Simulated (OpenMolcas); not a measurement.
**Co³⁺ among point charges: CASSCF and CASPT2 levels and susceptibility**

How does a field of 6 point charges split the states of Co³⁺, and what χT follows?

The numbers are computed with OpenMolcas 26.06 (state-averaged CASSCF and CASPT2, spin-orbit coupling by RASSI with atomic mean-field integrals), except any that are marked as measured or tabulated.

## 1. The system

* Species: Co³⁺ (cobalt, Z = 27, 24 electrons)
* Basis: ANO-RCC-VDZP [5s4p2d1f], 34 functions
* Scalar Hamiltonian: DKH2, point nucleus
* Inactive shells: 1s 2s 2p 3s 3p
* Active space: 6 electrons in 5 orbitals (3d)
* Some configurations of this space: 3d⁶
* Orbitals: optimised for each spin and parity, averaged over all roots

The outer shells:

3d6
```
3d [↑↓][↑ ][↑ ][↑ ][↑ ]
```

The ion sits among 6 point charges of -1.76 e arranged as a trigonal antiprism (D3d), 2.08 Å from the ion, with a polar angle of 51.5° against the regular 54.74°.

The work runs as a chain of OpenMolcas steps in one folder; each step below is one input file. Labels, J, g values, rates, χT and fits are worked out afterwards by a script from the matrices that RASSI stores. The input lists half of the charges; inversion (Group=XYZ) makes the rest.

## 2. Basis and integrals

a.inp reads:

```
&GATEWAY
Coord
1

Co 0.0 0.0 0.0
Basis=ANO-RCC-VDZP
Group=XYZ
NoMove
AngMom=0.0 0.0 0.0
AMFI
XField
3 Angstrom 0
0.000000 1.626728 1.296209 -1.760000
1.408788 -0.813364 1.296209 -1.760000
1.408788 0.813364 -1.296209 -1.760000
&SEWARD
```

The run is started by

```console
$ OMP_NUM_THREADS=1 MOLCAS_MEM=1689 MOLCAS_PROJECT=a pymolcas a.inp > a.log
```

## 3. CASSCF: quintets of even parity, 5 roots

a.inp reads:

```
&RASSCF
FileOrb=start.orb
Symmetry=1
Spin=5
nActEl=6 0 0
Inactive=3 6
Ras2=5 0
CIRoot=5 5 1
SDav=5
CIMx=300
Iter=120 100
PrWF=0.3
OrbListing=Nothing
MaxOrb=0
>>> COPY $Project.JobIph JOB001
```

start.orb holds the contracted functions of the basis, ordered by shell, or the orbitals of the step before.

## 4. CASSCF: triplets of even parity, 45 roots

a.inp reads:

```
&RASSCF
FileOrb=start.orb
Symmetry=1
Spin=3
nActEl=6 0 0
Inactive=3 6
Ras2=5 0
CIRoot=45 45 1
SDav=45
CIMx=300
Iter=120 100
PrWF=0.3
OrbListing=Nothing
MaxOrb=0
>>> COPY $Project.JobIph JOB002
```

## 5. CASSCF: singlets of even parity, 50 roots

a.inp reads:

```
&RASSCF
FileOrb=start.orb
Symmetry=1
Spin=1
nActEl=6 0 0
Inactive=3 6
Ras2=5 0
CIRoot=50 50 1
SDav=50
CIMx=300
Iter=120 100
PrWF=0.3
OrbListing=Nothing
MaxOrb=0
>>> COPY $Project.JobIph JOB003
```

## 6. RASSI: spin-orbit coupling between the states

a.inp reads:

```
&RASSI
NrOfJobIphs=3 5 45 50
1 2 3 4 5
1 2 3 4 5 6 7 8 9 10 11 12 13 14 15 16 17 18 19 20 21 22 23 24 25 26 27
28 29 30 31 32 33 34 35 36 37 38 39 40 41 42 43 44 45
1 2 3 4 5 6 7 8 9 10 11 12 13 14 15 16 17 18 19 20 21 22 23 24 25 26 27
28 29 30 31 32 33 34 35 36 37 38 39 40 41 42 43 44 45 46 47 48 49 50
IphNames
JOB001
JOB002
JOB003
EJob
SpinOrbit
DIPRint=1.0
SOCoupling=1000.0
Subsets=2
Property=9
'ANGMOM' 1 'ANGMOM' 2 'ANGMOM' 3 'MLTPL  1' 1 'MLTPL  1' 2 'MLTPL  1' 3
'AMFI' 1 'AMFI' 2 'AMFI' 3
SOProperty=3
'ANGMOM' 1 'ANGMOM' 2 'ANGMOM' 3
```

## 7. CASPT2: IPEA 0.25, imaginary shift 0.1 (closed shells correlated: 3s 3p)

a.inp reads:

```
>>> COPY JOB001 $Project.JobIph
&CASPT2
Multistate=5 1 2 3 4 5
NoMult
Frozen=2 3
IPEA=0.25
Imaginary=0.1
MaxIter=60
WThr=0.0 0.3 0.05
PrWF=0.5
NoMix
>>> COPY JOB002 $Project.JobIph
&CASPT2
Multistate=45 1 2 3 4 5 6 7 8 9 10 11 12 13 14 15 16 17 18 19 20 21 22
23 24 25 26 27 28 29 30 31 32 33 34 35 36 37 38 39 40 41 42 43 44 45
NoMult
Frozen=2 3
IPEA=0.25
Imaginary=0.1
MaxIter=60
WThr=0.0 0.3 0.05
PrWF=0.5
NoMix
>>> COPY JOB003 $Project.JobIph
&CASPT2
Multistate=50 1 2 3 4 5 6 7 8 9 10 11 12 13 14 15 16 17 18 19 20 21 22
23 24 25 26 27 28 29 30 31 32 33 34 35 36 37 38 39 40 41 42 43 44 45 46
47 48 49 50
NoMult
Frozen=2 3
IPEA=0.25
Imaginary=0.1
MaxIter=60
WThr=0.0 0.3 0.05
PrWF=0.5
NoMix
```

(Steps that only read results are left out.)

Q: Predict the outcome of this session. Wanted: spin-free ground state; first state of the same spin within the active space; lowest level; next level.

The runs gave:

| quantity | value |
| --- | --- |
| method | SS-CASPT2, IPEA 0.25, imaginary shift 0.1 (closed shells correlated: 3s 3p) |
| spin-free ground state | 5E, 2-fold in its orbital part |
| first state of the same spin within the active space | 5A1 at 1930 cm⁻¹ |
| lowest level | 2-fold E, g = 0.00, 0.00, 11.42 |
| next level | 230.6 cm⁻¹ |
| χT at 300 K | 4.72 cm³ K/mol |
| effective moment at 300 K | 6.14 μB |

Cost by method:

```tsv
method	time of its own steps	time with the reference
A. CASSCF	15 s	15 s
B. SS-CASPT2, IPEA 0.25, imaginary shift 0.1, +3s 3p	3.9 s	19 s
```

Times are of one thread on a shared host.

**Reading.** The spin-free ground state (5E) comes to 100 % from free-ion D terms and keeps the highest spin of the shell. χT at 300 K is 4.72, against 3.01 cm³ K/mol for the spin alone, so orbital moment adds to it. An active space of the d shell alone favours high spin; real ions in strong fields can be low spin. CASPT2 does not keep the components of a term degenerate, and the means are used. The field of point charges can differ much from that of real complexes. With metal d orbitals alone active, the gaps between spin states are rough; where two lie within a few thousand cm-1, their order is open. Point charges carry no covalency, so the field is a model and not that of real ligands.
